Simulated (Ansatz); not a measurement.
Run this with Ansatz 0.2.0, Python API and show what comes out.

`ch5fosesi.py`
```python
# -*- coding: utf-8 -*-
"""One geometry of CH5FOSeSi, method by method."""

from pathlib import Path

import ansatz as az
import numpy as np

GEOMETRY = """
C    -1.29920   -0.46070    0.39160
Si    0.35770   -0.00870   -0.25110
O     1.45170   -0.07220    1.03210
F     0.87820   -1.10570   -1.44320
Se    0.35800    2.08690   -1.15590
H    -1.63810    0.33070    1.16100
H    -1.32090   -1.43610    0.81390
H    -2.03350   -0.35000   -0.46560
H     1.47920   -1.00340    1.37880
H     1.85010    1.96810   -1.45870
"""

geometry = az.Crystal.molecule()
for line in GEOMETRY.strip().splitlines():
    symbol, *xyz = line.split()
    geometry = geometry.atom(symbol, [float(v) for v in xyz])

job = geometry.calculation().basis(gaussian="def2-SVP")

print("functional    E (Ha)        dipole (D)   HOMO (eV)  LUMO (eV)")
for name in ["r2scan", "lc_wpbe", "cam_b3lyp", "blyp"]:
    rep = job.functional(name).forces().orbitals().run(threads=1, backend="cpu", runs_dir="runs").report
    lines = Path(rep["orbitals_path"]).read_text().splitlines()
    field_of = lambda key: [line.split("=")[1].strip() for line in lines if line.startswith(key)]
    orbitals = [(27.211386 * float(e), s, float(n)) for e, s, n in zip(field_of("Ene="), field_of("Spin="), field_of("Occup="))]
    homo = max(e for e, _, n in orbitals if n > 0.5)
    lumo = min(e for e, _, n in orbitals if n < 0.5)
    dipole = 4.803205 * np.linalg.norm(rep["charge_distribution"]["dipole_moment_e_ang"])
    print(f"{name:10s} {rep['free_energy_ev'] / 27.211386246:14.6f} {dipole:9.3f} {homo:11.3f} {lumo:10.3f}")
```

```console
$ python ch5fosesi.py
functional    E (Ha)        dipole (D)   HOMO (eV)  LUMO (eV)
r2scan       -2906.683585     2.095      -6.269     -0.710
lc_wpbe      -2906.276647     2.137      -9.863      2.312
cam_b3lyp    -2906.869358     2.084      -8.406      1.107
blyp         -2906.792224     1.981      -5.680     -0.812
```

Total energies depend on the basis set; only differences at equal settings carry meaning. The geometry is a force-field or estimated start, not a minimum of this method, and the basis set is short of its limit. A lower total doesn't mark the better method: functionals have no common bound, and MP2 and coupled cluster aren't variational. Levels such as HOMO and LUMO are orbital energies: with these approximate functionals they aren't the ionisation energy and electron affinity, and their gap isn't the fundamental gap. Finished in 26 s on 1 thread of Arm Neoverse V2, with other jobs on the host, peak memory 0.4 GiB.
